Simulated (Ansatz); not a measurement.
# Ge: the cost of one run

Program: Ansatz 0.2.0. Level of theory: DFT LDA, scalar-relativistic, plane waves, PAW. These are calculated values, not measurements.

## 1. The starting structure

It takes space group I4_1/amd (No. 141, tetragonal). The conventional cell has a = 5.149 Å, b = 5.149 Å, c = 2.795 Å, α = 90.00°, β = 90.00°, γ = 90.00°. Ge (site symmetry -4m2) has 6 Ge at 2.67 to 2.79 Å as nearest neighbours.

Coordinates:

```cif
data_structure
_symmetry_space_group_name_H-M 'P 1'
_symmetry_Int_Tables_number 1
_cell_length_a 3.8998
_cell_length_b 3.8998
_cell_length_c 3.8998
_cell_angle_alpha 97.377
_cell_angle_beta 97.377
_cell_angle_gamma 138.005
_cell_volume 37.05
loop_
_atom_site_label
_atom_site_type_symbol
_atom_site_fract_x
_atom_site_fract_y
_atom_site_fract_z
_atom_site_occupancy
Ge1 Ge 0.25000 0.75000 0.50000 1
Ge2 Ge 0.50000 0.50000 0.00000 1
```

The structure comes from the Materials Project (structure only).

(A quick probe on a coarse mesh, which set the mesh and smearing, is not shown.)

## 3. The relaxation

The input, input.yaml:

```yaml
crystal:
  lattice:
    - [-2.574489719, 2.574489719, 1.3974126432]
    - [2.574489719, -2.574489719, 1.3974126432]
    - [2.574489719, 2.574489719, -1.3974126432]
  atoms:
    - { symbol: Ge, position: [0.25, 0.75, 0.5] }
    - { symbol: Ge, position: [0.5, 0.5, 0.0] }
basis:
  ecutwfc: 420
kpoints:
  mp_grid: { grid: [16, 16, 16] }
hamiltonian:
  xc: lda
scf:
  occupations: { method: gaussian, width: 0.1 }
output:
  forces: true
  stress: true
  eigenvalues: true
  write_density: true
  write_potential: true
  elf: true
  volumetric_format: npy
relax:
  adjacent_minimum: "off"
  f_tol: 0.005
  max_steps: 80
  cell: { stress_tol: 0.05 }
```

On the command line:

```sh
> ansatz run input.yaml --threads 1 --pin off --max-ram 3072MiB --backend cpu --events-out ev --progress --plain --runs-dir out
```

**Question.** How long does this run take on 1 thread of Intel Xeon Platinum 8488C (Sapphire Rapids), shared host, and how much memory does it need?

About 49 s, with a peak of 0.52 GiB.
